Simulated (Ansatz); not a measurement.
# C₃H₈AlN: small, medium and large basis sets

An exercise on one series of results from a longer session: the logs are not shown, and one member is left open.

The runs use Ansatz 0.2.0, Gaussian basis; one geometry, several basis sets.

The runs, in order: PBE0-D4/def2-SVP; ωB97M-V/def2-SVP; PBE0-D4/def2-QZVPP; ωB97M-V/def2-QZVPP; the functionals' def2-TZVPP values are taken from earlier runs.

## The relaxed structure

The geometry comes from an earlier relaxation with PBE0-D4 in a triple-zeta def2 set; it is a stationary point, not always the lowest conformer.

SMILES `C=[N][AlH][CH2]C`, 13 atoms, charge 0, spin multiplicity 1.

Atoms are counted from 1 here; the program's logs count them from 0.

Bond lengths: C1–N2 1.242 Å, C1–H6 1.102 Å, C1–H7 1.102 Å, N2–Al3 1.753 Å, Al3–C4 1.959 Å, Al3–H8 1.585 Å, C4–C5 1.529 Å, C4–H9 1.097 Å, C4–H10 1.097 Å, C5–H11 1.094 Å, C5–H12 1.094 Å, C5–H13 1.094 Å. Angles: N2–C1–H6 122.6°, N2–C1–H7 122.6°, H6–C1–H7 114.8°, C1–N2–Al3 179.6°, N2–Al3–C4 118.6°, N2–Al3–H8 116.1°, C4–Al3–H8 125.3°, Al3–C4–C5 115.4°, Al3–C4–H9 107.6°, Al3–C4–H10 108.1°, C5–C4–H9 110.1°, C5–C4–H10 110.4°, H9–C4–H10 104.7°, C4–C5–H11 111.8°, C4–C5–H12 112.1°, C4–C5–H13 111.8°, H11–C5–H12 107.1°, H11–C5–H13 106.6° and more.

The first run:

Input file in.yaml:

```yaml
crystal:
  periodic: [false, false, false]
  atoms:
    - {symbol: C, position_ang: [0.289953, 2.083170, 2.491959]}
    - {symbol: N, position_ang: [0.469579, 1.162904, 1.677117]}
    - {symbol: Al, position_ang: [0.716619, -0.128849, 0.517501]}
    - {symbol: C, position_ang: [-0.528432, -0.291192, -0.985634]}
    - {symbol: C, position_ang: [-0.366797, -1.549205, -1.839249]}
    - {symbol: H, position_ang: [0.736537, 3.082646, 2.366627]}
    - {symbol: H, position_ang: [-0.327065, 1.962506, 3.396843]}
    - {symbol: H, position_ang: [1.958112, -1.077560, 0.784071]}
    - {symbol: H, position_ang: [-0.414727, 0.604373, -1.609761]}
    - {symbol: H, position_ang: [-1.549262, -0.226325, -0.590133]}
    - {symbol: H, position_ang: [-0.524661, -2.459724, -1.254485]}
    - {symbol: H, position_ang: [-1.075991, -1.575174, -2.672175]}
    - {symbol: H, position_ang: [0.636532, -1.622269, -2.267982]}
basis:
  gaussian: {orbitals: def2-SVP}
hamiltonian: {xc: pbe0, dispersion: d4}
output: {orbitals: {seedname: orbitals}}
```

Command:

```console
$ ansatz run in.yaml --threads 4 --pin off --events-out ev --progress --plain --max-ram 10444MiB
```

Among the steps run: PBE0-D4 in def2-SVP; ωB97M-V in def2-SVP; PBE0-D4 in def2-QZVPP; ωB97M-V in def2-QZVPP.

One table of the session follows, with a row left open; its other results are not shown here.

It belongs to the step «Density functionals: the series». 

| functional | basis | HOMO (eV) |
| --- | --- | --- |
| PBE0-D4 | def2-SVP | ? |
| PBE0-D4 | def2-TZVPP | -6.57 |
| PBE0-D4 | def2-QZVPP | -6.58 |
| ωB97M-V | def2-SVP | -8.80 |
| ωB97M-V | def2-TZVPP | -8.87 |
| ωB97M-V | def2-QZVPP | -8.89 |

Q: Estimate the row for PBE0-D4, def2-SVP from the others.

**Answer.** HOMO (eV): -6.52. In the column «HOMO (eV)» it is the highest.
